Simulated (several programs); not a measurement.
Many methods on one cell: Mg2ZnTe3 (ordering on rocksalt)

An ordered 6-atom cell of Mg2ZnTe3 on the rocksalt lattice (I4/mmm), relaxed with r2SCAN in Ansatz, was computed with several methods. It is tetragonal, I4/mmm (No. 139); conventional cell a = 4.156 Å, c = 17.687 Å, 25.46 Å³ an atom. Around Mg lie 6 Te at 2.94–3.01 Å; around Te lie 1 Zn at 2.90 Å and 5 Mg at 2.94–3.01 Å; around Te lie 2 Mg at 2.94 Å and 4 Zn at 2.94 Å; around Zn lie 6 Te at 2.90–2.94 Å. No spin polarisation and no zero-point or thermal motion; the cell was built from a prototype and may be hypothetical.

```
Mg Te Zn
1.0
    -2.07815    2.07815    8.84353
     2.07815   -2.07815    8.84353
     2.07815    2.07815   -8.84353
Mg Te Zn
2 3 1
Cartesian
  0.0000 0.0000 14.7491
  0.0000 0.0000 2.9379
  0.0000 0.0000 11.7395
  0.0000 0.0000 0.0000
  0.0000 0.0000 5.9475
  0.0000 0.0000 8.8435
```

Gaps and times are for a single point on this cell; volume and bulk modulus come from each method's own relaxation or energy curve at fixed shape, which is too stiff where a cell has free coordinates or axes. Times are rough, from shared hosts (Arm Neoverse V1; NVIDIA H100 80GB HBM3), and each method has its own mesh and cell size. A double dagger marks a value from a curve with shape and coordinates held. PM6 (MOPAC), PM7 (MOPAC), GFN1-xTB (tblite) treat a cluster of cells at its zone centre, which samples few k points: where these miss a band edge, the gap comes out too large for that reason alone. Gaps from k meshes are read at a limited set of points (mesh, symmetry points, PBE's band edges), so each method's own least gap may be somewhat smaller. xTB and the PM methods were fitted mostly to molecules, and can miss a solid's gap by electronvolts. Minimal bases can be far off for gaps. Times of the plane-wave rungs are withheld (a dash), since they come from other jobs, hosts and meshes; the meshes of hybrids and Hartree-Fock don't converge their gaps to the digits shown. d marks a direct gap, i an indirect one (no mark: not told apart), a dash a value that wasn't computed or didn't pass its checks.

| method | kind | gap (eV) | own volume (Å³/atom) | bulk modulus (GPa) | atoms computed | processor time |
| --- | --- | --- | --- | --- | --- | --- |
| PM7 (MOPAC) | semi-empirical | 9.10 | – | – | cluster | 1.3 s |
| PM6 (MOPAC) | semi-empirical | 3.79 | – | – | cluster | 1.9 s |
| GFN1-xTB (tblite) | tight binding | 0.05 | 24.13‡ | 63‡ | cluster | 2.8 s |
| light PBE (260 eV, its own mesh) | light plane-wave | overlap 0.42 | – | – | 6 | 4.5 s |
| PBE+SOC | semilocal | overlap 0.50 | – | – | 6 | – |
| PBE | semilocal | overlap 0.45 | 25.91 | 48‡ | 6 | – |
| r2SCAN | semilocal | overlap 0.09 | 25.46 | 53‡ | 6 | – |
| PBE/SZV (CP2K) | small basis | overlap 1.52 | – | – | 6 | 110 s |
| PBE/DZVP (CP2K) | small basis | overlap 0.57 | – | – | 6 | 2.5 min |
| HSE06 | hybrid | 0.06 i | – | – | 6 | – |

Volumes against r2SCAN's: PBE +1.8 %.

Runs without a result: GFN2-xTB (tblite) (single point).

With PBE and r2SCAN the bands overlap or touch, or nearly. Semilocal functionals can close a real gap, so this doesn't show a metal; small gaps of other methods may in turn close between the points read or with spin-orbit coupling, and the solid may be a semimetal.

Only the rows marked +SOC include spin-orbit coupling.
